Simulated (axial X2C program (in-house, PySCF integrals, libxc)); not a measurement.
# WNa: from the state search to constants, part 2 of 2

Computed with an in-house X2C program for linear molecules on PySCF integrals; all-electron X2C, W dyall-cv3z, Na dyall-cv3z.

## 9. PBE0, 2c

State followed: Ω = 5/2 (excess of +ω over −ω: ω = 5/2). The scan is laid around 2.942 Å, a first estimate of the minimum, and this SCF restarts from the orbitals of the search.

The SCF at the reference distance of 2.942 Å:

```text
two-component X2C + atomic mean field  PBE0
basis functions 257  fitting functions 1216  grid points 5086
iter        total energy     max residual
   1     -16304.490352070     2.35e+00
   2     -16304.640795981     2.21e-03
   3     -16304.640713605     3.44e-03
   4     -16304.640966271     6.11e-04
   5     -16304.640973337     1.90e-04
   6     -16304.640973620     9.93e-05
   7     -16304.640973798     2.45e-05
   8     -16304.640973824     1.16e-05
   9     -16304.640973842     5.43e-06
  10     -16304.640973848     2.46e-06
  11     -16304.640973849     5.98e-07
converged
one-electron -22661.37956371  Coulomb 6567.29191962  exact exchange -84.36408063  xc functional -258.58131573  nuclear repulsion 146.41408895  atomic mean-field constant -14.02202236
```

Along the bond, energies from the lowest point:

```
R (Å)  E (eV)  μ (D)  HOMO (eV)  LUMO (eV)  iterations
2.559  0.2372   3.82      -4.20      -1.54          14
2.677  0.0990   3.99      -4.15      -1.57          13
2.765  0.0397   4.11      -4.13      -1.59          13
2.854  0.0090   4.23      -4.11      -1.62          13
2.942  0.0000   4.33      -4.10      -1.64          11
3.045  0.0131   4.43      -4.09      -1.67          13
3.148  0.0425   4.50      -4.09      -1.70          13
3.280  0.0985   4.56      -4.08      -1.73          13
3.442  0.1823   4.56      -4.05      -1.76          13
3.678  0.3149   4.44      -4.01      -1.82          13
```

Dipoles are positive if Na is the positive end.

Outer spinors at the reference distance:

```json
{"ω": "7/2", "occupied": "yes", "ε (eV)": "-33.34", "atomic character": "100% W f", "λ mixture": "100% φ"}
{"ω": "5/2", "occupied": "yes", "ε (eV)": "-33.28", "atomic character": "100% W f", "λ mixture": "80% δ, 20% φ"}
{"ω": "3/2", "occupied": "yes", "ε (eV)": "-33.22", "atomic character": "100% W f", "λ mixture": "62% π, 38% δ"}
{"ω": "1/2", "occupied": "yes", "ε (eV)": "-33.17", "atomic character": "100% W f", "λ mixture": "52% π, 48% σ"}
{"ω": "-1/2", "occupied": "yes", "ε (eV)": "-33.11", "atomic character": "100% W f", "λ mixture": "66% σ, 34% π"}
{"ω": "-3/2", "occupied": "yes", "ε (eV)": "-33.06", "atomic character": "100% W f", "λ mixture": "78% π, 22% δ"}
{"ω": "-5/2", "occupied": "yes", "ε (eV)": "-32.99", "atomic character": "100% W f", "λ mixture": "89% δ, 11% φ"}
{"ω": "-7/2", "occupied": "yes", "ε (eV)": "-32.94", "atomic character": "100% W f", "λ mixture": "100% φ"}
{"ω": "1/2", "occupied": "yes", "ε (eV)": "-32.17", "atomic character": "100% Na p", "λ mixture": "75% π, 25% σ"}
{"ω": "-1/2", "occupied": "yes", "ε (eV)": "-32.15", "atomic character": "100% Na p", "λ mixture": "69% π, 31% σ"}
{"ω": "-3/2", "occupied": "yes", "ε (eV)": "-32.01", "atomic character": "100% Na p", "λ mixture": "100% π"}
{"ω": "3/2", "occupied": "yes", "ε (eV)": "-32.00", "atomic character": "100% Na p", "λ mixture": "100% π"}
{"ω": "1/2", "occupied": "yes", "ε (eV)": "-31.99", "atomic character": "100% Na p", "λ mixture": "75% σ, 25% π"}
{"ω": "-1/2", "occupied": "yes", "ε (eV)": "-31.99", "atomic character": "100% Na p", "λ mixture": "69% σ, 31% π"}
{"ω": "1/2", "occupied": "yes", "ε (eV)": "-5.81", "atomic character": "66% W s, 17% Na s, 13% Na p", "λ mixture": "100% σ"}
{"ω": "-3/2", "occupied": "yes", "ε (eV)": "-4.66", "atomic character": "100% W d", "λ mixture": "99% δ, 1% π"}
{"ω": "-1/2", "occupied": "yes", "ε (eV)": "-4.61", "atomic character": "96% W d", "λ mixture": "98% π, 2% σ"}
{"ω": "1/2", "occupied": "yes", "ε (eV)": "-4.50", "atomic character": "93% W d, 2% Na s, 2% W s", "λ mixture": "99% σ, 1% π"}
{"ω": "3/2", "occupied": "yes", "ε (eV)": "-4.33", "atomic character": "96% W d, 2% Na p", "λ mixture": "99% π, 1% δ"}
{"ω": "-1/2", "occupied": "yes", "ε (eV)": "-4.15", "atomic character": "48% Na s, 39% W s, 5% Na p", "λ mixture": "99% σ, 1% π"}
{"ω": "5/2", "occupied": "yes", "ε (eV)": "-4.10", "atomic character": "100% W d", "λ mixture": "100% δ"}
{"ω": "1/2", "occupied": "no", "ε (eV)": "-1.64", "atomic character": "46% Na s, 35% W p, 12% Na p", "λ mixture": "100% σ"}
{"ω": "-1/2", "occupied": "no", "ε (eV)": "-1.54", "atomic character": "44% Na p, 22% Na s, 18% W s", "λ mixture": "100% σ"}
{"ω": "-1/2", "occupied": "no", "ε (eV)": "-0.78", "atomic character": "65% W p, 32% Na p, 2% Na d", "λ mixture": "98% π, 2% σ"}
{"ω": "3/2", "occupied": "no", "ε (eV)": "-0.59", "atomic character": "58% W p, 40% Na p", "λ mixture": "100% π"}
```

PBE0 fields in the half plane through the axis: z from -2.4 to 5.1 Å across, distance from the axis 0.15 to 2.25 Å upwards; W lies at z = 0 and Na at z = 2.942 Å; the ELF is damped to zero where the density is low.

log10 density (e/bohr³). Ten even steps from ' ' (-4.23 ) to '@' (1.80 ):
```
    ......::::::::::::::::::::::............        
  ....::::::::--------::::::::::::::..........      
....::::::------------------::::::::::::........    
....::::----==========----------::::::::::::......  
..::::----====++++++======--------------::::::....  
..::----====++******++======----====++==--::::......
..::----==++**######**++========++******==--::::....
::::----==++**%%@@%%**++========**##%%##++==::::....
```

ELF. Ten even steps from '0' (0.00 ) to '9' (0.86 ):
```
00012233333334566654210000
00123344444456777654431000
01123444444556775211123100
01234444444467751000001210
01233444444457610000000120
01233456665456401464100021
01223465356446205999500011
01223565356545118929710012
```

Re = 2.936 Å, ωe = 175.6 cm⁻¹, Be = 0.0957 cm⁻¹, De = 0.918 eV, μ = 4.32 D.

## 10. HF, 2c

Output at 2.942 Å:

```text
two-component X2C + atomic mean field  HF
basis functions 257  fitting functions 1216  grid points 5086
iter        total energy     max residual
   1     -16299.151900010     9.91e-01
   2     -16299.197344255     2.15e-02
   3     -16299.200550273     2.63e-02
   4     -16299.204204942     3.26e-03
   5     -16299.205619360     2.67e-03
   6     -16299.206833044     1.65e-03
   7     -16299.207371215     6.40e-04
   8     -16299.207452397     2.55e-04
   9     -16299.207467999     1.27e-04
  10     -16299.207471790     7.05e-05
  11     -16299.207473133     4.11e-05
  12     -16299.207473791     2.30e-05
  13     -16299.207473904     1.07e-05
  14     -16299.207473921     6.19e-06
  15     -16299.207473926     3.06e-06
  16     -16299.207473928     1.65e-06
  17     -16299.207473929     8.13e-07
converged
one-electron -22663.22247975  Coulomb 6569.37825181  exact exchange -337.75531259  xc functional 0.00000000  nuclear repulsion 146.41408895  atomic mean-field constant -14.02202236
```

No constants are quoted: too few points lie around the minimum for a second fit to confirm the first.

## 11. B97-3, 2c

Output at 2.942 Å:

```text
two-component X2C + atomic mean field  B97-3
basis functions 257  fitting functions 1216  grid points 5086
iter        total energy     max residual
   1     -16304.465694457     1.05e-01
   2     -16304.467217857     4.06e-03
   3     -16304.467035943     6.58e-03
   4     -16304.467614254     4.09e-04
   5     -16304.467637076     3.42e-04
   6     -16304.467646050     1.39e-04
   7     -16304.467650844     1.47e-04
   8     -16304.467653095     4.92e-05
   9     -16304.467653439     2.02e-05
  10     -16304.467653473     4.27e-06
  11     -16304.467653483     1.24e-06
  12     -16304.467653484     5.17e-07
converged
one-electron -22661.88687522  Coulomb 6567.79855980  exact exchange -90.87132014  xc functional -251.90008452  nuclear repulsion 146.41408895  atomic mean-field constant -14.02202236
```

Re = 2.916 Å, ωe = 182.7 cm⁻¹, Be = 0.09698 cm⁻¹, De = 1.44 eV, μ = 4.74 D.

## 12. Correlated methods, 2c

Correlated methods: 7 electrons correlated (frozen shells, counted by type: W 5 s, 4 p, 2 d, 1 f; Na 2 s, 1 p), 337 virtual spinors in MP2, 87 natural virtuals in coupled cluster.

Output of the correlated part at 2.942 Å:

```text
correlated 7  virtual 337  natural virtual 87  E(MP2) -0.092510894  MP2 remainder -0.001507725
iter   CCSD correlation   residual
   1     -0.099614625   1.27e-01
   2     -0.106459480   8.21e-02
   3     -0.109805973   4.66e-02
   4     -0.111129874   2.27e-02
   5     -0.111663381   9.15e-03
   6     -0.111696153   4.12e-03
   7     -0.111723240   1.82e-03
   8     -0.111724534   8.09e-04
   9     -0.111732565   3.81e-04
  10     -0.111733703   1.72e-04
  11     -0.111735617   7.18e-05
  12     -0.111735522   3.45e-05
  13     -0.111735579   1.72e-05
  14     -0.111735357   7.99e-06
  15     -0.111735244   3.83e-06
  16     -0.111735215   1.86e-06
  17     -0.111735208   8.27e-07
(T) -0.005820637  T1 0.1271  D1 0.3272  max T2 0.081
```

MP2: No constants are quoted: the reference is strongly spin-contaminated.

CCSD: Re = 2.923 Å, ωe = 182.2 cm⁻¹, ωexe = 0.923 cm⁻¹, Be = 0.09655 cm⁻¹, De = 0.865 eV. T1 at Re = 0.090 (Lee–Taylor, the printed value over √2).

CCSD(T): Re = 2.900 Å, ωe = 190.1 cm⁻¹, ωexe = 0.913 cm⁻¹, Be = 0.09811 cm⁻¹, De = 0.961 eV. T1 at Re = 0.091 (Lee–Taylor, the printed value over √2).

## 13. A higher determinant, 2c

State: Ω = 7/2 (excess of +ω over −ω: 2 × ω = 1/2, ω = 5/2).

Output at the reference distance:

```text
two-component X2C + atomic mean field  PBE0
basis functions 257  fitting functions 1216  grid points 5086
iter        total energy     max residual
   1     -16304.438449212     2.39e+00
   2     -16304.606388923     4.31e-03
   3     -16304.606450516     3.17e-03
   4     -16304.606619040     7.17e-04
   5     -16304.606624678     2.11e-04
   6     -16304.606625224     7.22e-05
   7     -16304.606625301     1.60e-05
   8     -16304.606625308     8.13e-06
   9     -16304.606625309     1.27e-06
converged
one-electron -22658.47775510  Coulomb 6564.45320664  exact exchange -84.38109616  xc functional -258.59304728  nuclear repulsion 146.41408895  atomic mean-field constant -14.02202236
```

```
R (Å)  E above the lowest PBE0 point (eV)
2.559                               1.365
2.677                               1.175
2.765                               1.072
2.854                               0.994
2.942                               0.935
3.045                               0.887
3.148                               0.854
3.280                               0.829
3.442                               0.816
```

No constants are quoted: the lowest point is the long end of the scan.

## 14. The 2c curves together

Energy (eV) of the followed determinant, 2c, from each level's lowest point:

```
R (Å)   PBE0     HF  MP2 (spin-contaminated)   CCSD  CCSD(T)  B97-3
2.559  0.237  0.512                    0.277    n/a      n/a  0.224
2.677  0.099  0.321                    0.127  0.096    0.082  0.089
2.765  0.040  0.218                    0.059  0.036    0.026  0.032
2.854  0.009  0.142                    0.018  0.006    0.001  0.005
2.942  0.000  0.088                    0.000  0.000    0.000  0.000
3.045  0.013  0.045                    0.000  0.016    0.022  0.018
3.148  0.043  0.019                    0.016  0.050    0.063  0.054
3.280  0.099  0.003                    0.051  0.111    0.133  0.119
3.442  0.182  0.000                    0.107    n/a      n/a  0.216
3.678  0.315  0.012                    0.195    n/a      n/a  0.374
```

The whole job took 3.2 min on 1 thread of Arm Neoverse V2, shared host.

## 15. Results

What follows sums up all 2 parts.

Lowest determinant that the search found at its distance, spin-free: M_S = 5/2, Λ = 0 (beyond closed shells: σα, π+α, π-α, δ+α, δ-α).

Lowest determinant that the search found at its distance, 2c: Ω = 5/2 (excess of +ω over −ω: ω = 5/2).

| Hamiltonian | level | Re (Å) | ωe (cm⁻¹) | De (eV) | μ (D) |
| --- | --- | --- | --- | --- | --- |
| spin-free | PBE0 | 2.938 | 175.3 | 0.910 | 4.29 |
| spin-free | CCSD | 2.926 | 181.7 | 0.857 | n/a |
| spin-free | CCSD(T) | 2.903 | 189.6 | 0.951 | n/a |
| spin-free | B97-3 | 2.917 | 182.9 | 1.46 | 4.74 |
| 2c | PBE0 | 2.936 | 175.6 | 0.918 | 4.32 |
| 2c | CCSD | 2.923 | 182.2 | 0.865 | n/a |
| 2c | CCSD(T) | 2.900 | 190.1 | 0.961 | n/a |
| 2c | B97-3 | 2.916 | 182.7 | 1.44 | 4.74 |

Dipoles are positive if Na is the positive end. No constants: spin-free HF (too few points lie around the minimum for a second fit to confirm the first); spin-free MP2 (the reference is strongly spin-contaminated); 2c HF (too few points lie around the minimum for a second fit to confirm the first); 2c MP2 (the reference is strongly spin-contaminated).

Time per point (s) on 1 thread of Arm Neoverse V2, shared host (2c runs; CCSD comes with the CCSD(T) run); the times are rough: PBE0 1.4, CCSD(T) 3.6, B97-3 1.5.

**Reading.** At CCSD(T), going from spin-free to two-component changes Re by -3 mÅ, ωe by +0.3 %; the spin-free picture holds up (part of it comes from the scalar share of the two-electron terms). De moves by +0.01 eV; both De rest on single-determinant atoms, which can miss part of an open shell's spin–orbit lowering.

De refers to W + Na, each in the lowest determinant found, which need not be this curve's own limit. Each curve is one determinant whose occupation by symmetry is held fixed; it was picked as the lowest of a PBE0 search that is not exhaustive. Dissociation energies refer to the lowest single-determinant-based atoms at the same level and basis. Density functionals use the spin component along the axis (collinear). Coupled cluster ran in a truncated set of natural virtual spinors; the MP2 energy of the rest was added. With several unpaired electrons one determinant need not be a pure state. The spin-free determinant is spin-contaminated at some levels. With the outer-core shells frozen, correlated bond lengths of heavy atoms tend to come out a few hundredths of an ångström too long. T1 at Re is 0.091 (Lee–Taylor), above the customary mark of 0.02.
